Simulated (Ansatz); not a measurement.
# Cl2H2O2Zr: the cost of one run

The runs use Ansatz 0.2.0, Gaussian basis; the settings change from run to run.

1 further run of the same task is left out (for a known fault of the program).

## 1. The geometry

An earlier PBE0-D4 in a triple-zeta def2 set relaxation fixed the geometry. Zr takes a core potential in def2 sets; no spin-orbit term is included.

SMILES `[OH][Zr]([OH])([Cl])[Cl]`, 7 atoms, charge 0, spin multiplicity 1.

Atoms are counted from 1 here; the program's logs count them from 0.

Bond lengths: O1–Zr2 1.894 Å, O1–H6 0.953 Å, Zr2–O3 1.894 Å, Zr2–Cl4 2.358 Å, Zr2–Cl5 2.358 Å, O3–H7 0.953 Å. Angles: Zr2–O1–H6 171.7°, O1–Zr2–O3 110.7°, O1–Zr2–Cl4 109.0°, O1–Zr2–Cl5 108.9°, O3–Zr2–Cl4 109.0°, O3–Zr2–Cl5 109.0°, Cl4–Zr2–Cl5 110.3°, Zr2–O3–H7 171.6°.

## 2. B97M-V/x2c-TZVPPall

This run has multiplicity 3, restricted open-shell orbitals, relativity set to scalar.

in.yaml reads:

```yaml
crystal:
  periodic: [false, false, false]
  atoms:
    - {symbol: O, position_ang: [-1.203236, 0.896937, 0.781682]}
    - {symbol: Zr, position_ang: [-0.103570, -0.107205, -0.388605]}
    - {symbol: O, position_ang: [1.532931, -0.557558, 0.451853]}
    - {symbol: Cl, position_ang: [-1.230006, -2.091163, -0.984127]}
    - {symbol: Cl, position_ang: [0.351346, 1.184227, -2.308194]}
    - {symbol: H, position_ang: [-1.654181, 1.389495, 1.461715]}
    - {symbol: H, position_ang: [2.306717, -0.714733, 0.985677]}
basis:
  gaussian: {orbitals: x2c-TZVPPall}
magnetization: {spin_polarized: false, initial_magnetization: 2}
hamiltonian: {xc: {name: B97M-V}, pseudopotentials: {relativity: scalar}}
```

Command:

```bash
$ ansatz run in.yaml --threads 4 --pin off --events-out ev --progress --plain --max-ram 10444MiB
```

**Question.** How long does this run take on 4 threads of Arm Neoverse V2, shared host, and how much memory does it need?

About 3.1 min, with a peak of 1.4 GiB.
